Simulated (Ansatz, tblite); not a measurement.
# CF₈O₉Si₆: a ladder of methods and basis sets

An exercise on one series of results from a longer session: the logs are not shown, and one member is left open.

Computed with Ansatz 0.2.0, Gaussian basis. Level: as each input shows.

Plan: GFN1-xTB, GFN2-xTB, PBE-D4/def2-SVP, r2SCAN-D4/def2-SVP, B3LYP-D4/def2-SVP, PBE0-D4/def2-TZVP, PBE-D4/def2-TZVP, MP2/def2-SVP.

2 further runs of the same task are left out: 2 set aside as unsound or not needed.

## The structure

The singlet was relaxed beforehand with r2SCAN-D4/def2-SVP.

SMILES `FC(F)(F)[Si]12O[Si]3(F)O[Si]4(F)O[Si](F)(O3)O[Si](F)(O[Si](F)(O4)O1)O2`, 24 atoms, charge 0, spin multiplicity 1.

Bond lengths: F1–C2 1.345 Å, C2–F3 1.347 Å, C2–F4 1.345 Å, C2–Si5 1.900 Å, Si5–O6 1.644 Å, Si5–O23 1.654 Å, Si5–O24 1.654 Å, O6–Si7 1.642 Å, Si7–F8 1.589 Å, Si7–O9 1.648 Å, Si7–O15 1.648 Å, O9–Si10 1.648 Å, Si10–F11 1.589 Å, Si10–O12 1.648 Å, Si10–O22 1.639 Å, O12–Si13 1.648 Å, Si13–F14 1.589 Å, Si13–O15 1.648 Å and more. Angles: F1–C2–F3 107.8°, F1–C2–F4 107.9°, F1–C2–Si5 111.3°, F3–C2–F4 107.8°, F3–C2–Si5 110.7°, F4–C2–Si5 111.3°, C2–Si5–O6 108.8°, C2–Si5–O23 110.4°, C2–Si5–O24 110.4°, O6–Si5–O23 110.1°, O6–Si5–O24 110.1°, O23–Si5–O24 107.0°, Si5–O6–Si7 134.0°, O6–Si7–F8 109.1°, O6–Si7–O9 109.6°, O6–Si7–O15 109.6°, F8–Si7–O9 110.8°, F8–Si7–O15 110.9° and more.

PBE0-D4/def2-SVP was run before; its log isn't repeated, and its numbers join the tables.

Set-up of the first run:

Tight binding, by tblite at 300 K electronic temperature and without a spin-polarisation term:

```python
tblite.interface.Calculator('GFN1-xTB', numbers, positions, charge=0, uhf=0).singlepoint()
```

Tight binding, by tblite at 300 K electronic temperature and without a spin-polarisation term:

```python
tblite.interface.Calculator('GFN2-xTB', numbers, positions, charge=0, uhf=0).singlepoint()
```

start.molden holds the orbitals of an earlier run on this state, given as this run's starting guess.

Contents of in.yaml:

```yaml
crystal:
  periodic: [false, false, false]
  atoms:
    - {symbol: F, position_ang: [3.494504, -2.095859, -1.282850]}
    - {symbol: C, position_ang: [3.356997, -0.786657, -1.009411]}
    - {symbol: F, position_ang: [4.224494, -0.478319, -0.026569]}
    - {symbol: F, position_ang: [3.715731, -0.095728, -2.105595]}
    - {symbol: Si, position_ang: [1.576996, -0.374810, -0.486866]}
    - {symbol: O, position_ang: [0.559925, -0.768216, -1.717667]}
    - {symbol: Si, position_ang: [-1.065443, -0.674571, -1.927700]}
    - {symbol: F, position_ang: [-1.435066, -1.227088, -3.371054]}
    - {symbol: O, position_ang: [-1.555192, 0.889047, -1.755235]}
    - {symbol: Si, position_ang: [-2.133629, 1.683185, -0.431826]}
    - {symbol: F, position_ang: [-3.237760, 2.746027, -0.852725]}
    - {symbol: O, position_ang: [-2.774261, 0.540834, 0.568074]}
    - {symbol: Si, position_ang: [-2.438271, -1.066998, 0.698924]}
    - {symbol: F, position_ang: [-3.751271, -1.889450, 1.053183]}
    - {symbol: O, position_ang: [-1.824883, -1.546304, -0.753896]}
    - {symbol: O, position_ang: [-1.324993, -1.304751, 1.877571]}
    - {symbol: Si, position_ang: [0.200992, -0.769586, 2.140170]}
    - {symbol: F, position_ang: [0.739308, -1.380667, 3.504698]}
    - {symbol: O, position_ang: [0.214579, 0.877272, 2.191866]}
    - {symbol: Si, position_ang: [0.506067, 1.985277, 1.007661]}
    - {symbol: F, position_ang: [1.252934, 3.257626, 1.597971]}
    - {symbol: O, position_ang: [-0.908078, 2.459561, 0.329992]}
    - {symbol: O, position_ang: [1.438675, 1.233919, -0.127494]}
    - {symbol: O, position_ang: [1.167644, -1.213744, 0.878760]}
basis:
  gaussian: {orbitals: def2-SVP, initial_orbitals: start.molden}
hamiltonian: {xc: pbe, dispersion: d4}
scf: {omitted_lower_state_checks: [starts]}
output: {forces: true, orbitals: {seedname: orbitals}}
```

On the command line:

```bash
$ ansatz run in.yaml --threads 8 --pin off --events-out ev --progress --plain --max-ram 19148MiB
```

Among the steps run: PBE-D4/def2-SVP; r2SCAN-D4/def2-SVP; B3LYP-D4/def2-SVP; PBE0-D4/def2-TZVP; PBE-D4/def2-TZVP; MP2/def2-SVP.

One of the session's tables, all rows but one given; the rest of the session is left out.

It belongs to the step «Binding energy». 

```
             level  binding an atom (eV)
       HF/def2-SVP                 3.829
   PBE-D4/def2-SVP                 5.635
  PBE-D4/def2-TZVP                 5.696
r2SCAN-D4/def2-SVP                 5.511
 B3LYP-D4/def2-SVP                 5.441
  PBE0-D4/def2-SVP                     ?
 PBE0-D4/def2-TZVP                 5.524
      MP2/def2-SVP                 5.363
```

Q: Estimate the row for PBE0-D4/def2-SVP from the others.

**Answer.** binding an atom (eV): 5.423. In the column «binding an atom (eV)» it lies between MP2/def2-SVP (5.363) and B3LYP-D4/def2-SVP (5.441).

Caveats from the session: Free atoms were run apart at each level; binding is atoms less cluster, divided by the number of atoms, without zero-point or spin-orbit terms.
